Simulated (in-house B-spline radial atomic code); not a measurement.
# Rh²⁺: density, ELF and screening along the radius

How do the shells of Rh²⁺ show in real space, and how much do the settings move them?

Method: several methods, spin-polarised, as named in each step; spherical all-electron atom at the radial basis limit. Code: in-house B-spline radial atomic code version 1.

## 1. The atom as given

- element: rhodium (Z = 45)
- charge: +2
- electrons: 43
- configuration: [Kr] 4d7
- nucleus: point (non-relativistic runs) or finite (X2C runs)

The outer shells:

[Kr] 4d7
```
[Kr] core
4d [↑↓][↑↓][↑ ][↑ ][↑ ]
```

Where spins are not typed, each open shell is filled with up spins first.

## 2. Hartree-Fock, X2C, [Kr] 4d7

The run's settings:

```ini
Z = 45
electrons = 43.0
configuration = [Kr] 4d7
hamiltonian = x2c
method = hf
spin_polarised = True
nucleus = fermi
rms_radius = 4.4945
mass_number = 103
atomic_mass = 102.905494081
speed_of_light = 137.035999084
```

On the command line:

```console
python run_scf.py task.json out
```

The settings of every run stand in task.json; they run in order.

## 3. PBEsol, X2C, [Kr] 4d7

Settings: those of step 2 with these lines changed.

```diff
@@ -4,3 +4,3 @@
 hamiltonian = x2c
-method = hf
+method = pbesol
 spin_polarised = True
```

## 4. SCAN, X2C, [Kr] 4d7

Settings: those of step 3 with these lines changed.

```diff
@@ -4,3 +4,3 @@
 hamiltonian = x2c
-method = pbesol
+method = scan,scan
 spin_polarised = True
```

## 5. PW91, X2C, [Kr] 4d7

Settings: those of step 4 with these lines changed.

```diff
@@ -4,3 +4,3 @@
 hamiltonian = x2c
-method = scan,scan
+method = pw91,pw91
 spin_polarised = True
```

## 6. PBE, X2C, [Kr] 4d6 5p1

Settings: those of step 5 with these lines changed.

```diff
@@ -2,5 +2,5 @@
 electrons = 43.0
-configuration = [Kr] 4d7
+configuration = [Kr] 4d6 5p1
 hamiltonian = x2c
-method = pw91,pw91
+method = pbe,pbe
 spin_polarised = True
```

**Question.** How large is the system in each run, where do the shell borders lie, and what is the highest level?

**Answer**, as computed:

| run | total energy (hartree) | highest level (eV) | radius holding 50 / 90 / 99 % (bohr) | radius at n = 0.001 (bohr) | ELF minima on the full grid (bohr) |
| --- | --- | --- | --- | --- | --- |
| Hartree-Fock, X2C, [Kr] 4d7 | -4780.3959 | -30.229 | 0.397 / 1.43 / 2.50 | 3.37 | 0.053, 0.21, 0.70 |
| PBEsol, X2C, [Kr] 4d7 | -4779.8367 | -24.483 | 0.397 / 1.43 / 2.54 | 3.41 | 0.052, 0.21, 0.70 |
| SCAN, X2C, [Kr] 4d7 | -4783.0349 | -24.136 | 0.397 / 1.43 / 2.53 | 3.40 | 0.052, 0.21, 0.70 |
| PW91, X2C, [Kr] 4d7 | -4783.0728 | -24.556 | 0.397 / 1.43 / 2.55 | 3.42 | 0.053, 0.21, 0.70 |
| PBE, X2C, [Kr] 4d6 5p1 | -4781.8846 | -16.326 | 0.397 / 1.46 / 3.25 | 4.05 | 0.050, 0.18, 0.65, 2.4 |

**Reading.** In the first run ELF has 3 minima on the grid, which mark the borders between shells. On the record's full grid the screened charge (r times the electrostatic potential) falls from 44.9 near the nucleus to 2.00 at 5.1 bohr; far out it tends to the net charge, 2. The radius that holds 99 % of the electrons runs from 2.50 bohr (Hartree-Fock, X2C, [Kr] 4d7) to 3.25 bohr (PBE, X2C, [Kr] 4d6 5p1). The grid is coarse (about 22 % a step), so the places of minima are rough. For X2C runs ELF uses the non-relativistic kinetic energy density, and the fields carry no picture-change correction.
